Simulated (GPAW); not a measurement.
**CH3FOSi (SMILES F[SiH]1CO1) at LDA (PW92)/dzp (scalar-relativistic datasets)**

We compute the charge distribution of CH3FOSi. Input form: an ASE script.

Program for the calculation: GPAW 26.7.0.

5 further runs of the same task are left out: 1 that didn't finish, 4 set aside as unsound or not needed. Runs told in other sessions of the task aren't counted.

## Step 1: The molecule

CH3FOSi: 7 atoms, total charge 0, spin state singlet. SMILES: `F[SiH]1CO1`. The coordinates come from a GFN2-xTB relaxation.

Bond lengths: F1–Si2 1.601 Å, Si2–C3 1.836 Å, Si2–O4 1.629 Å, C3–O4 1.490 Å, Si2–H5 1.429 Å, C3–H6 1.080 Å, C3–H7 1.081 Å. Some angles: F1–Si2–C3 118.7°, F1–Si2–O4 115.5°, C3–Si2–O4 50.5°, Si2–C3–O4 57.5°, Si2–O4–C3 72.0°, F1–Si2–H5 110.3°, C3–Si2–H5 127.5°, O4–Si2–H5 121.3°, Si2–C3–H6 122.7°, Si2–C3–H7 122.1°.

## Step 2: Energy and one-electron properties at LDA (PW92)/dzp (scalar-relativistic datasets)

ch3fosi.py

```python
import numpy as np
from ase import Atoms
from ase.units import Debye
from gpaw import GPAW

system = Atoms("FSiCOHHH",
    positions=[[ -2.117370,  -0.038810,   0.319850],
               [ -0.728360,   0.135000,  -0.458070],
               [  0.836210,   0.037200,   0.498120],
               [  0.318140,  -1.103770,  -0.308130],
               [ -0.940880,   0.780190,  -1.715220],
               [  1.780290,   0.391140,   0.111190],
               [  0.851970,  -0.200940,   1.552270]])
system.center(vacuum=4.5)

calculator = GPAW(mode="lcao", basis="dzp", h=0.2, xc="LDA", maxiter=100, txt="-")
system.calc = calculator

energy = system.get_potential_energy()
print(f"Energy                  {energy:.5f} eV")
forces = system.get_forces()
print("Forces (eV/Ang)")
for symbol, f in zip(system.symbols, forces):
    print(f'{symbol:2} {f[0]:9.4f} {f[1]:9.4f} {f[2]:9.4f}')
dipole = system.get_dipole_moment() / Debye
print(f"Dipole = {np.linalg.norm(dipole):.3f} D")
homo, lumo = calculator.get_homo_lumo()
print(f"HOMO                    {homo:.3f} eV")
print(f"LUMO: {lumo:.3f} eV")
print(f"Gap = {lumo - homo:.3f} eV")
```

On the command line:

```sh
$ OMP_NUM_THREADS=1 python ch3fosi.py
```

The log of the run:

```text
[...]
Number of symmetries: 1
[...]
  Number of IBZ points: 1
[...]
basis functions: 67
Spin-components: 1 (collinear spins)
Bands:           19
[...]
  Valence electrons: 24.0
[...]
  Grid points: [64 56 60]
  Charge: 0.0  # |e|
[...]
    cutoffs:
[...]
occupation numbers:
  # Zero width
[...]
xc functional:
  name: None
[...]
|iter     |     time |      energy | eigst |  dens |
[...]
|iter:   1| 00:00:05 |  -38.045636 |      c|       |
[...]
|iter:   9| 00:00:09 |  -36.230045c|      c| -4.04c|
Converged in 9 steps
[...]
Energy contributions relative to reference atoms: (reference = -13640.769456)
Energy contributions:
  Kinetic:          38.792199
  Coulomb:         -37.105470
  Zero:              0.763317
  External:          0.000000
  Xc:              -38.680092
  Entropy:           0.000000
  Spinorbit:         0.000000
  ----------------------------
  Free energy:     -36.230045
  Extrapolated:    -36.230045
dipole moment: (0.085988, 0.339150, -0.119070)  # |e|*Ang
Fermi level: -3.532
Eigenvalues  # (at kpt = [0.000, 0.000, 0.000])
| band index |      eig [eV] | occ [0-2] |
|------------|---------------|-----------|
|          0 |       -29.664 |     2.000 |
|        ... |               |           |
|          4 |       -11.790 |     2.000 |
|          5 |       -11.329 |     2.000 |
|          6 |       -10.825 |     2.000 |
|          7 |       -10.648 |     2.000 |
|          8 |       -10.349 |     2.000 |
|          9 |        -9.260 |     2.000 |
|         10 |        -6.962 |     2.000 |
|         11 |        -6.361 |     2.000 |
|         12 |        -0.703 |     0.000 |
|         13 |        -0.127 |     0.000 |
[...]
Gap: 5.658 eV
Transition (v -> c):
[...]
Forces (eV/Ang)
F    -0.5270   -0.0272    0.1029
Si    0.6759    0.3612    1.5510
C    -1.4272    0.0593   -1.0383
O     0.6229   -1.3023   -0.3101
H    -0.2088    0.4708   -1.0509
H     0.9684    0.4672   -0.3784
H    -0.0900   -0.1290    1.0852
Dipole = 1.775 D
HOMO                    -6.361 eV
LUMO: -0.703 eV
Gap = 5.658 eV
```

It took 9.6 s on 1 thread of Intel Xeon Platinum 8375C at 2.90GHz (Ice Lake), shared host; peak memory 0.55 GiB.

## Step 3: What came out

Level: LDA (PW92)/dzp (scalar-relativistic datasets).

| quantity | value |
| --- | --- |
| energy as printed (from the program's reference atoms) | -36.2300 eV |
| dipole moment | 1.78 D |
| HOMO energy | -6.36 eV |
| LUMO energy | -0.70 eV |
| HOMO–LUMO gap | 5.66 eV |
